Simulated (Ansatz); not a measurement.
TaTe, 2 atoms in the cell. It takes space group Pm-3m (No. 221, cubic). The conventional cell has a = 3.420 Å, b = 3.420 Å, c = 3.420 Å, α = 90.00°, β = 90.00°, γ = 90.00°. Ta (site symmetry m-3m) is surrounded by 8 Te at 2.96 Å. Te (site symmetry m-3m) is surrounded by 8 Ta at 2.96 Å. The cell was built by a generator and needn't be a form met in nature.

```yaml
Program: Ansatz 0.2.0
Task: relaxation of cell and atoms
Functional: PBE
Potentials_or_basis: Ansatz PAW
Cutoff: "420 eV (not typed: the program's choice for these potentials)"
k_mesh: 8 × 8 × 8
Occupations: fermi-dirac, width 0.05 eV
Spin: no spin polarisation
Target_pressure_GPa: 0
```

Potentials or basis: Ansatz PAW.

Command:

```sh
$ ansatz run input.yaml --threads 2 --pin off --max-ram 5632MiB --backend cpu --events-out ev --progress --plain --runs-dir out
```

Hardware: 2 threads of Arm Neoverse V2 (shared host).

**Question.** Estimate the wall time of this run.

**Answer.** Wall time 3.2 s on 2 threads of Arm Neoverse V2, with other jobs on the host, peak memory 0.32 GiB. Counts: scf iterations 25, plane waves 751, k points 35, bands 19, ion steps 4.
